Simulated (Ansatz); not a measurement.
This script makes cell relaxations under several functionals of HfN, space group F-43m with Ansatz's Python interface.

Script `lattice_hfn.py`:
```python
'''How the lattice of HfN depends on the functional.'''

import warnings

import ansatz as az
import numpy as np

SMEARING = 'Marzari-Vanderbilt'
MESH = (11, 11, 11)

def edges_and_angles(cell):
    cell = np.asarray(cell)
    a, b, c = np.linalg.norm(cell, axis=1)
    cosines = cell[1] @ cell[2] / (b * c), cell[0] @ cell[2] / (a * c), cell[0] @ cell[1] / (a * b)
    return (a, b, c, *np.degrees(np.arccos(cosines)))


def main() -> None:
    warnings.simplefilter('ignore', az.DeckWarning)

    vectors = np.array([
        [0.0, 2.454822, 2.454822],
        [2.454822, 0.0, 2.454822],
        [2.454822, 2.454822, 0.0],
    ])
    crystal = (
        az.Lattice.of(vectors)
        .atom('Hf', [0.0, 0.0, 0.0])
        .atom('N', [0.75, 0.75, 0.75])
    )

    calc = (
        crystal.calculation()
        .occupations(SMEARING)  # fractional filling near the Fermi level
        .basis(35 * az.Ry)
        .kpoints(*MESH)
        .relax(cell=True)  # relax until the tolerances are met
    )

    levels = [('blyp', 'd3bj'), ('pbesol', 'none'), ('pbesol', 'd3bj')]
    print('level            a       b       c    alpha   beta  gamma  V/atom  steps')
    for name, dispersion in levels:
        seen = []
        run = calc.functional(name, dispersion=dispersion).session().plan()
        res = run.execute(on_event=lambda e: seen.append(e) if e['event'] == 'relax_step' else None)
        cell = res.lattice.cell_ang
        label = name if dispersion == 'none' else f'{name}+{dispersion}'
        print('{:13s} {:7.4f} {:7.4f} {:7.4f} {:6.2f} {:6.2f} {:6.2f}'.format(label, *edges_and_angles(cell)), f'{abs(np.linalg.det(cell)) / len(res.lattice.sites):7.3f} {len(seen):5d}')


if __name__ == '__main__':
    main()
```

Rank the levels of theory by the volume of the relaxed cell.

From smallest to largest: PBEsol+D3BJ (14.17 Å³ an atom, -4.2 % against the start), PBEsol (14.41 Å³ an atom, -2.6 % against the start) and BLYP+D3BJ (14.64 Å³ an atom, -1.0 % against the start). The spread is 3.3 % in volume.

What the script printed:

`python lattice_hfn.py` gives:
```text
level            a       b       c    alpha   beta  gamma  V/atom  steps
blyp+d3bj      3.4596  3.4596  3.4596  60.00  60.00  60.00  14.640     4
pbesol         3.4418  3.4418  3.4418  60.00  60.00  60.00  14.414     5
pbesol+d3bj    3.4220  3.4220  3.4220  60.00  60.00  60.00  14.168     5
```

What to keep in mind:
- No spin polarisation was allowed.
- Forces vanish by symmetry, so the ions can't move, and the end may be a saddle.
- BLYP and dispersion corrections can be off by several per cent in the lattices of metals, and by several GPa in the pressure at a fixed cell.
- For a metal this k-point mesh is coarse: on a finer one energies can move by several to tens of meV an atom and pressures by half a GPa or more, differences at one mesh by less.
- Edges and angles are those of the cell as typed, here a primitive one, not of the conventional cell.
- Spin-orbit coupling, which matters for elements this heavy, is left out.
- The structure comes from a database of computed cells and needn't be a stable or known phase.
- By the engine's processor time: 56 s on 1 thread of Intel(R) Xeon(R) Processor @ 2.30GHz, on a shared host, peak memory 0.57 GiB.

(A comment or docstring line of the script was reworded after the run, the code is as it ran.)
